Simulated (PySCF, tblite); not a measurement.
# C₅H₆F₂O: dynamics, then NMR shifts on frames

How do NMR shifts of C₅H₆F₂O (`FC(F)O[C@]12C[C@H]1C2`) change as the atoms move?

Computed with tblite 0.8.0 and PySCF 2.14.0, with density-fitted response routines of our own, on a single molecule in the gas phase. Atoms count from 0, in the outputs and in this text.

**1. The molecule as given**

14 atoms, charge 0, multiplicity 1; geometry from: GFN2-xTB.

Bonds of the start (Å): F0–C1 1.34, C1–F2 1.36, C1–O3 1.35, O3–C4 1.39, C4–C5 1.50, C5–C6 1.50, C6–C7 1.50, C6–C4 1.48, C7–C4 1.50, C1–H8 1.11, C5–H9 1.08, C5–H10 1.08, C6–H11 1.07, C7–H12 1.08, C7–H13 1.08.

**2. A short Langevin run with GFN2-xTB**

What the job is given:

```
{"job": {"kind": "md", "xc": "GFN2-xTB", "basis": "xTB", "temperature": 200, "steps": 2000, "every": 50, "frames": 5}, "charge": 0, "multiplicity": 1}
F      1.865339    -2.679431    -0.307019
C      1.335797    -1.609849     0.298338
F      2.350573    -1.029550     0.990956
O      0.841186    -0.779742    -0.650265
C     -0.088314     0.138434    -0.182997
C     -1.583435     0.076281    -0.123355
C     -0.881236     1.194245    -0.843682
C      0.062645     1.556882     0.269785
H      0.589127    -1.950052     1.041706
H     -2.078941    -0.670555    -0.729726
H     -2.078980     0.281015     0.819446
H     -0.973236     1.559623    -1.841676
H      0.976853     2.068234     0.000754
H     -0.338056     1.843992     1.235571
```

Level: GFN2-xTB Langevin dynamics, gas phase.

Started as:

```
OMP_NUM_THREADS=1 python probes_run.py task.json out
```

The driver reads the jobs from task.json and runs them one after another.

The log of the run:

```text
t/fs     T/K      E/eV
    0.0   154.9   -740.76053
   25.0   115.4   -740.55409
   50.0   104.4   -740.49709
   75.0   150.0   -740.45575
  100.0   198.6   -740.43184
  125.0   201.0   -740.49762
  150.0   163.1   -740.47555
  175.0   148.9   -740.40862
  200.0   164.9   -740.39900
  225.0   209.6   -740.46696
  250.0   188.6   -740.41869
  275.0   137.5   -740.42810
  300.0   205.1   -740.53700
  325.0   196.2   -740.48434
  350.0   244.8   -740.47799
  375.0   252.3   -740.43708
  400.0   252.5   -740.43697
  425.0   230.3   -740.46501
  450.0   210.9   -740.36532
  475.0   201.2   -740.40413
  500.0   208.8   -740.44559
  525.0   140.4   -740.41566
  550.0   215.2   -740.34442
  575.0   193.2   -740.31167
  600.0   245.7   -740.37337
  625.0   200.1   -740.42173
  650.0   195.4   -740.37453
  675.0   236.7   -740.49302
  700.0   177.7   -740.45904
  725.0   164.1   -740.43159
  750.0   224.7   -740.47006
  775.0   107.5   -740.39297
  800.0   201.0   -740.51583
  825.0   200.4   -740.43415
  850.0   145.7   -740.44433
  875.0   176.3   -740.46735
  900.0   172.7   -740.47974
  925.0   135.1   -740.41894
  950.0   210.3   -740.44552
  975.0   238.2   -740.38211
 1000.0   214.9   -740.46084
```

Wall time 15 s (1 thread of Intel Xeon Platinum 8259CL at 2.50GHz, shared host); peak memory 0.18 GiB.

Distance from the start (root mean square after alignment): 0 fs 0.00 Å, 200 fs 0.13 Å, 400 fs 0.22 Å, 600 fs 0.33 Å, 800 fs 0.19 Å, 1000 fs 0.43 Å.

Positions (Å) and forces (eV/Å) at 1000 fs:

```xyz
14

F     1.712   -3.052   -0.404   -0.246    0.005   -0.181
C     1.898   -1.892    0.254    0.340    0.378   -0.633
F     3.240   -1.651    0.096   -0.560    0.088    0.247
O     1.170   -0.878   -0.285   -0.613    0.422    1.502
C     0.278   -0.205    0.643   -0.055   -1.514   -0.754
C    -1.241   -0.344    0.705    1.942    1.383   -0.344
C    -0.563    0.984    0.456    0.614    0.035    0.506
C     0.410    0.891    1.639   -0.254    0.026   -1.451
H     1.680   -2.083    1.304    0.101    0.036    0.463
H    -1.657   -0.748   -0.149   -0.913   -0.936   -1.504
H    -1.793   -0.483    1.582   -0.312   -0.311    1.245
H    -0.588    1.663   -0.363   -0.195    0.183    0.043
H     1.304    1.464    1.619    0.531    0.499   -0.130
H    -0.005    0.779    2.599   -0.380   -0.294    0.991
```

**3. Shielding tensors: 250 fs, PBE0/pcSseg-1**

What the job is given:

```
{"job": {"kind": "nmr", "xc": "PBE0", "basis": "pcSseg-1", "pop": false}, "charge": 0, "multiplicity": 1}
F      2.054900    -2.819100    -0.696900
C      1.355300    -1.964900     0.088500
F      2.294500    -1.376100     0.922200
O      0.795200    -1.030100    -0.708300
C     -0.105900    -0.119600    -0.145700
C     -1.604800    -0.212400     0.110600
C     -0.957400     0.969600    -0.537400
C      0.082100     1.195200     0.480100
H      0.701900    -2.418700     0.796500
H     -2.284700    -0.827100    -0.531300
H     -1.926800    -0.105100     1.141400
H     -1.164100     1.592300    -1.373400
H      0.946700     1.807300     0.259300
H     -0.261300     1.474900     1.490100
```

Level: GIAO PBE0/pcSseg-1 NMR shielding, non-relativistic, gas phase.

The log of the run:

```text
coarse grid: 12408 points
cycle   1  E = -468.2107100516  dE =  1.611e+00  |g| = 8.542e-01  |ddm| = 3.372e+00
cycle   2  E = -468.1037291428  dE =  1.070e-01  |g| = 1.212e+00  |ddm| = 1.081e+00
cycle   3  E = -468.3379812884  dE = -2.343e-01  |g| = 6.285e-02  |ddm| = 6.296e-01
cycle   4  E = -468.3384226487  dE = -4.414e-04  |g| = 4.162e-02  |ddm| = 7.249e-02
cycle   5  E = -468.3387334995  dE = -3.109e-04  |g| = 7.486e-03  |ddm| = 3.138e-02
cycle   6  E = -468.3387407110  dE = -7.212e-06  |g| = 3.558e-03  |ddm| = 7.147e-03
cycle   7  E = -468.3387433114  dE = -2.600e-06  |g| = 2.849e-04  |ddm| = 2.941e-03
final grid: 122688 points
cycle   8  E = -468.4094021291  dE = -4.126e-05  |g| = 1.137e-02  |ddm| = 3.025e-02
cycle   9  E = -468.4093797333  dE =  2.240e-05  |g| = 1.607e-02  |ddm| = 1.797e-02
cycle  10  E = -468.4094270458  dE = -4.731e-05  |g| = 1.074e-03  |ddm| = 1.051e-02
cycle  11  E = -468.4094272689  dE = -2.232e-07  |g| = 3.535e-04  |ddm| = 1.189e-03
cycle  12  E = -468.4094272881  dE = -1.917e-08  |g| = 1.223e-04  |ddm| = 3.185e-04
cycle  13  E = -468.4094272904  dE = -2.259e-09  |g| = 2.270e-05  |ddm| = 7.968e-05
cycle  14  E = -468.4094272905  dE = -1.006e-10  |g| = 6.729e-06  |ddm| = 2.649e-05
converged SCF energy = -468.4094272905

GIAO shielding tensors (ppm)
atom      isotropic    diamagn.    paramagn.     s11        s22        s33       span
  0 F      267.089     467.361    -200.272    171.197    281.108    348.962    177.765
  1 C       57.997     238.917    -180.920     37.387     61.490     75.113     37.726
  2 F      249.650     473.995    -224.345    152.574    239.779    356.597    204.023
  3 O      228.527     397.488    -168.960    177.788    246.443    261.351     83.563
  4 C      127.248     244.543    -117.295     92.460    106.712    182.573     90.113
  5 C      154.195     253.610     -99.415    130.444    144.355    187.786     57.342
  6 C      176.623     255.034     -78.411    151.982    180.517    197.370     45.387
  7 C      155.983     251.037     -95.054    139.920    144.792    183.236     43.316
  8 H       25.493      28.296      -2.803     22.942     24.876     28.661      5.720
  9 H       28.913      29.462      -0.550     24.292     25.094     37.353     13.062
 10 H       31.321      30.770       0.552     26.043     28.295     39.626     13.583
 11 H       28.862      32.301      -3.439     23.607     26.629     36.350     12.743
 12 H       29.862      30.948      -1.086     25.373     26.070     38.144     12.772
 13 H       30.801      30.296       0.504     25.770     27.666     38.966     13.197
```

Wall time 24 s (1 thread of Intel Xeon Platinum 8259CL at 2.50GHz, shared host); peak memory 0.73 GiB.

The references, computed at this level on geometries of the same kind, shield at (ppm): 1H TMS 31.72, 13C TMS 186.9, 19F CFCl3 170.9, 17O H2O 336.1. Their shielding less the atom's gives the shift. The references are single molecules in the gas phase, so shifts against H2O, NH3, PH3, H3PO4 or CFCl3 are not on the usual liquid scales and can be off by tens of ppm. Each atom is listed at this fixed geometry, with no averaging over motion; a spectrum would average atoms that exchange fast.

```
atoms                                environment  σ (ppm)  δ (ppm)
   C1                 sp3 CH bonded to 2 F and O     58.0    128.9
   C4                 three-membered-ring carbon    127.2     59.7
   C5                 three-membered-ring carbon    154.2     32.7
   C7                 three-membered-ring carbon    156.0     30.9
   C6                 three-membered-ring carbon    176.6     10.3
   H8  hydrogen on an sp3 CH bonded to 2 F and O    25.49     6.22
  H11   hydrogen on a three-membered-ring carbon    28.86     2.85
   H9   hydrogen on a three-membered-ring carbon    28.91     2.80
  H12   hydrogen on a three-membered-ring carbon    29.86     1.85
  H13   hydrogen on a three-membered-ring carbon    30.80     0.92
  H10   hydrogen on a three-membered-ring carbon    31.32     0.40
   F2                    fluorine of a CF2 group    249.7    -78.7
   F0                    fluorine of a CF2 group    267.1    -96.1
   O3                               ether oxygen    228.5    107.6
```

Ring of atoms C4, C5, C6: NICS(0) -44.4, NICS(1) -9.9, NICS(1)zz -17.9 ppm (means of both faces; NICS(1) differs between them: -14.2 and -5.7).

In rings of three or four atoms NICS is ruled by the nearby σ bonds, so it says little on aromaticity.

Ring of atoms C4, C6, C7: NICS(0) -45.0, NICS(1) -10.2, NICS(1)zz -18.4 ppm (means of both faces; NICS(1) differs between them: -14.5 and -5.9).

In rings of three or four atoms NICS is ruled by the nearby σ bonds, so it says little on aromaticity.

**4. NMR shieldings: 425 fs, PBE0/pcSseg-1**

What the job is given:

```
{"job": {"kind": "nmr", "xc": "PBE0", "basis": "pcSseg-1", "pop": false}, "charge": 0, "multiplicity": 1}
F      1.743900    -2.982100    -0.796000
C      1.536700    -1.904000    -0.026100
F      2.823400    -1.425600     0.240900
O      0.860900    -0.996400    -0.744400
C     -0.032600    -0.315100     0.065200
C     -1.452200    -0.532500     0.347800
C     -0.887400     0.852300    -0.012900
C      0.165800     0.762700     1.083500
H      1.081800    -2.242800     0.878300
H     -2.021800    -1.078700    -0.443700
H     -1.861500    -0.726300     1.332200
H     -1.141800     1.634500    -0.643800
H      0.985300     1.468900     0.953300
H     -0.093500     0.693400     2.166200
```

Method: GIAO PBE0/pcSseg-1 NMR shielding, non-relativistic, gas phase.

The log of the run:

```text
coarse grid: 12408 points
cycle   1  E = -468.2128875522  dE =  1.601e+00  |g| = 8.518e-01  |ddm| = 3.363e+00
cycle   2  E = -468.1041478976  dE =  1.087e-01  |g| = 1.217e+00  |ddm| = 1.090e+00
cycle   3  E = -468.3383472365  dE = -2.342e-01  |g| = 6.420e-02  |ddm| = 6.401e-01
cycle   4  E = -468.3388031450  dE = -4.559e-04  |g| = 4.354e-02  |ddm| = 7.681e-02
cycle   5  E = -468.3391563894  dE = -3.532e-04  |g| = 7.146e-03  |ddm| = 3.410e-02
cycle   6  E = -468.3391630291  dE = -6.640e-06  |g| = 3.469e-03  |ddm| = 6.923e-03
cycle   7  E = -468.3391655165  dE = -2.487e-06  |g| = 3.103e-04  |ddm| = 2.998e-03
final grid: 122688 points
cycle   8  E = -468.4102116440  dE = -4.379e-05  |g| = 1.119e-02  |ddm| = 2.841e-02
cycle   9  E = -468.4101892742  dE =  2.237e-05  |g| = 1.593e-02  |ddm| = 1.797e-02
cycle  10  E = -468.4102356210  dE = -4.635e-05  |g| = 9.689e-04  |ddm| = 1.053e-02
cycle  11  E = -468.4102358000  dE = -1.790e-07  |g| = 3.293e-04  |ddm| = 1.082e-03
cycle  12  E = -468.4102358170  dE = -1.700e-08  |g| = 1.184e-04  |ddm| = 3.094e-04
cycle  13  E = -468.4102358191  dE = -2.067e-09  |g| = 2.309e-05  |ddm| = 7.783e-05
cycle  14  E = -468.4102358192  dE = -9.743e-11  |g| = 7.112e-06  |ddm| = 2.687e-05
converged SCF energy = -468.4102358192

GIAO shielding tensors (ppm)
atom      isotropic    diamagn.    paramagn.     s11        s22        s33       span
  0 F      266.784     467.080    -200.295    169.304    297.418    333.631    164.328
  1 C       57.834     237.786    -179.952     37.866     65.347     70.290     32.425
  2 F      250.319     471.472    -221.153    143.144    239.622    368.191    225.047
  3 O      234.327     397.854    -163.527    171.289    256.979    274.713    103.424
  4 C      126.214     246.587    -120.373    103.064    107.465    168.114     65.050
  5 C      153.069     254.085    -101.016    136.492    139.501    183.213     46.722
  6 C      178.064     251.551     -73.487    145.388    189.305    199.500     54.112
  7 C      152.343     253.188    -100.845    135.670    141.514    179.845     44.176
  8 H       25.501      27.808      -2.307     22.677     26.553     27.273      4.596
  9 H       29.246      29.969      -0.723     24.513     25.504     37.721     13.208
 10 H       30.775      30.889      -0.114     25.862     27.933     38.531     12.670
 11 H       29.251      32.796      -3.545     24.355     26.776     36.623     12.269
 12 H       29.843      31.328      -1.484     25.442     25.791     38.297     12.856
 13 H       30.133      30.015       0.118     25.417     27.237     37.746     12.329
```

Run time: 26 s. Hardware: 1 thread of Intel Xeon Platinum 8259CL at 2.50GHz, shared host; peak memory 0.8 GiB.

This run: δ C1 129.1, C4 60.7, C7 34.6, C5 33.9, H8 6.22, H9 2.47 ppm.

(Part 1 of 2 ends here.)
